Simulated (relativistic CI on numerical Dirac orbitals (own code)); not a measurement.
**Cd⁴⁺: M2,3 absorption multiplets**

Aim: the M2,3 absorption spectrum of Cd⁴⁺ in 4 surroundings, from the same atomic integrals.

The numbers are computed with relativistic CI on numerical Dirac orbitals (own code) version 1 (Dirac-Coulomb-Breit CI, KLI orbitals optimised for each configuration, model QED (radiative potential, 1s self-energy scaled to tabulated hydrogen-like ionisation energies), multiplet model of core-to-valence dipole absorption in a parametric crystal field), except any that are marked as measured or tabulated.

### 1 What is computed

| Property | Result |
| --- | --- |
| ion | Cd⁴⁺ (Cd V) |
| nuclear charge | 48 |
| electrons | 44 |
| configurations | [Kr] 4d8 → [Ne] 3s2 3p5 3d10 4s2 4p6 4d9 |
| magnetising field for the dichroism, Lz and Sz | exchange field 10 meV on Sz; these come from the lowest magnetised state alone (0 K) |
| temperature of the isotropic spectrum | 300 K |
| widths | Lorentz 3 eV, Gauss 0.4 eV |
| surrounding 1 | Oh, 10Dq = 43700 cm⁻¹ |
| surrounding 2 | Oh, 10Dq = 52800 cm⁻¹ |
| surrounding 3 | Oh, 10Dq = 61950 cm⁻¹ |
| surrounding 4 | Oh, 10Dq = 71050 cm⁻¹ |

### 2 Surrounding 1: Oh, 10Dq = 43700

Settings of the run:

```ini
atom Cd  Z=48  charge=4  electrons=44
nucleus A=114  rms_radius_fm=4.6087
hamiltonian dirac-coulomb  breit=on  qed=on  c_scale=1
orbitals kli  potential=per-configuration
slater_scale 1
correlation none
mixing on
configurations
  [Kr] 4d8
  [Ne] 3s2 3p5 3d10 4s2 4p6 4d9
end
absorption M2,3 T=300 lorentz=3.0 gauss=0.4
crystal_field Oh 10Dq=43700
```

### 3 Surrounding 2: Oh, 10Dq = 52800

Changes to the settings of step 2:

```diff
@@ -12,2 +12,2 @@
 absorption M2,3 T=300 lorentz=3.0 gauss=0.4
-crystal_field Oh 10Dq=43700
+crystal_field Oh 10Dq=52800
```

### 4 Surrounding 3: Oh, 10Dq = 61950

Changes to the settings of step 3:

```diff
@@ -12,2 +12,2 @@
 absorption M2,3 T=300 lorentz=3.0 gauss=0.4
-crystal_field Oh 10Dq=52800
+crystal_field Oh 10Dq=61950
```

### 5 Surrounding 4: Oh, 10Dq = 71050

Changes to the settings of step 4:

```diff
@@ -12,2 +12,2 @@
 absorption M2,3 T=300 lorentz=3.0 gauss=0.4
-crystal_field Oh 10Dq=61950
+crystal_field Oh 10Dq=71050
```

(Steps that only read results are left out.)

Q: Predict the outcome of this session. Wanted: highest peak, first run; ground spin; share of the lower edge; core spin-orbit splitting.

As calculated:

| surrounding | ground S | Lz (0 K) | Sz (0 K) | centroid (eV) | share of the lower edge | up to four highest peaks (% of the highest), eV |
| --- | --- | --- | --- | --- | --- | --- |
| 1: Oh | 1.00 | -0.22 | -1.00 | 625.64 | 0.772 | 617.5 (100), 653.0 (30) |
| 2: Oh | 1.00 | -0.18 | -1.00 | 626.54 | 0.766 | 618.5 (100), 653.5 (33) |
| 3: Oh | 1.00 | -0.15 | -1.00 | 627.39 | 0.761 | 619.0 (100), 654.0 (33) |
| 4: Oh | 1.00 | -0.13 | -1.00 | 628.19 | 0.757 | 619.5 (100), 655.0 (33) |

| quantity | value |
| --- | --- |
| highest peak, first run | 617.5 eV |
| ground spin (effective S from ⟨S²⟩) | 1.00 |
| share of the lower edge | 0.757 to 0.772 |
| core spin-orbit splitting (without Breit) | 34.97 eV |

**Reading.** The lower edge takes 0.77 of the intensity in surrounding 1, above the statistical 0.67. The position of the maximum differs by up to 2.0 eV between the surroundings, by shifts of peaks or by peaks exchanging rank. Edge positions are free-ion values and differ from those in solids by a few eV or more.
